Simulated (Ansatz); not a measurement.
# H5N2O2Ta: a ladder of functionals and wavefunction methods

An exercise on one series of results from a longer session: the logs are not shown, and one member is left open.

Method: functionals in def2-TZVPP, the program's frozen cores in correlated methods; program: Ansatz 0.2.0, Gaussian basis.

Levels to be run: LDA (SPW92), PBE-D4, revPBE-D4, BLYP-D4, r2SCAN-D4, B97M-V, PBE0-D4, B3LYP-D4, r2SCANh-D4, r2SCAN0-D4, HSE06-D4, BHLYP-D4, CAM-B3LYP-D4, LC-ωPBE, ωB97X-V, ωB97M-V, B2PLYP, PBE-QIDH; CCSD(T)/def2-SVP; CCSD(T)/def2-TZVPP; MP2/def2-QZVPP; extrapolation to the limit; RPA on PBE.

**Structure used throughout**

An earlier PBE0-D4 in a triple-zeta def2 set relaxation fixed the geometry. Ta takes the def2 core potential; no spin-orbit term is included.

SMILES `[NH]=[Ta]([NH2])([OH])[OH]`, 10 atoms, charge 0, spin multiplicity 1.

Atoms are counted from 1 here; the program's logs count them from 0.

Bond lengths: N1–Ta2 1.769 Å, N1–H6 1.005 Å, Ta2–N3 1.986 Å, Ta2–O4 1.919 Å, Ta2–O5 1.919 Å, N3–H7 1.010 Å, N3–H8 1.007 Å, O4–H9 0.956 Å, O5–H10 0.956 Å. Angles: Ta2–N1–H6 175.6°, N1–Ta2–N3 104.6°, N1–Ta2–O4 112.0°, N1–Ta2–O5 112.0°, N3–Ta2–O4 110.3°, N3–Ta2–O5 110.3°, O4–Ta2–O5 107.7°, Ta2–N3–H7 124.0°, Ta2–N3–H8 125.6°, H7–N3–H8 110.4°, Ta2–O4–H9 131.0°, Ta2–O5–H10 131.0°.

Geometry (Å):

```xyz
10
H5N2O2Ta
N    -1.0267    1.2934   -0.4336
Ta    0.1152    0.1096    0.2183
N    -0.0091   -1.4381   -1.0199
O    -0.3457   -0.4252    2.0023
O     1.9091    0.7891    0.2580
H    -1.6553    2.0131   -0.7452
H     0.5277   -2.2875   -0.9172
H    -0.6047   -1.4951   -1.8297
H    -1.1053   -0.2162    2.5435
H     2.2781    1.6058   -0.0738
```

Set-up of the first run:

in.yaml

```yaml
crystal:
  periodic: [false, false, false]
  atoms:
    - {symbol: N, position_ang: [-1.026716, 1.293422, -0.433606]}
    - {symbol: Ta, position_ang: [0.115228, 0.109567, 0.218334]}
    - {symbol: N, position_ang: [-0.009138, -1.438063, -1.019879]}
    - {symbol: O, position_ang: [-0.345743, -0.425215, 2.002335]}
    - {symbol: O, position_ang: [1.909051, 0.789086, 0.258044]}
    - {symbol: H, position_ang: [-1.655271, 2.013116, -0.745165]}
    - {symbol: H, position_ang: [0.527654, -2.287542, -0.917233]}
    - {symbol: H, position_ang: [-0.604724, -1.495128, -1.829733]}
    - {symbol: H, position_ang: [-1.105275, -0.216186, 2.543478]}
    - {symbol: H, position_ang: [2.278133, 1.605843, -0.073775]}
basis:
  gaussian: {orbitals: def2-TZVPP}
hamiltonian: {xc: lda}
output: {orbitals: {seedname: orbitals}}
```

Among the steps run: LDA; PBE-D4 (GGA); revPBE-D4 (GGA); BLYP-D4 (GGA); r2SCAN-D4 (meta-GGA); B97M-V (meta-GGA); PBE0-D4 (hybrid); B3LYP-D4 (hybrid); r2SCANh-D4 (hybrid); r2SCAN0-D4 (hybrid); HSE06-D4 (hybrid); BHLYP-D4 (hybrid); CAM-B3LYP-D4 (range-separated); LC-ωPBE-D4 (range-separated; the results give it without D4); ωB97X-V (range-separated); ωB97M-V (range-separated); B2PLYP (double hybrid); PBE-QIDH (double hybrid).

One of the session's tables, all rows but one given; the rest of the session is left out.

It belongs to the step «Orbital energies across the functionals». 

| functional | HOMO (eV) | gap (eV) |
| --- | --- | --- |
| LDA (SPW92) | -6.23 | 5.37 |
| PBE-D4 | -6.02 | 5.39 |
| revPBE-D4 | -5.94 | 5.40 |
| BLYP-D4 | -5.90 | 5.27 |
| r2SCAN-D4 | -6.35 | 5.93 |
| B97M-V | -6.39 | 5.87 |
| PBE0-D4 | -7.47 | 7.58 |
| B3LYP-D4 | -7.22 | 7.01 |
| r2SCANh-D4 | ? | ? |
| r2SCAN0-D4 | -7.70 | 8.08 |
| HSE06-D4 | -7.06 | 6.82 |
| BHLYP-D4 | -8.73 | 9.36 |
| CAM-B3LYP-D4 | -8.91 | 9.69 |
| LC-ωPBE | -10.30 | 12.29 |
| ωB97X-V | -9.92 | 11.70 |
| ωB97M-V | -9.83 | 11.16 |

**Question.** Estimate the row for r2SCANh-D4.

Worked estimate for «HOMO (eV)». Against the share of exact exchange, r2SCAN-D4 (0, -6.35), r2SCAN0-D4 (0.25, -7.70) give a slope of -5.40 per unit share; at 0.1 the line stands at -6.89.

The run gave: HOMO (eV): -6.89; gap (eV): 6.79. In «HOMO (eV)» the line misses by 0.00.
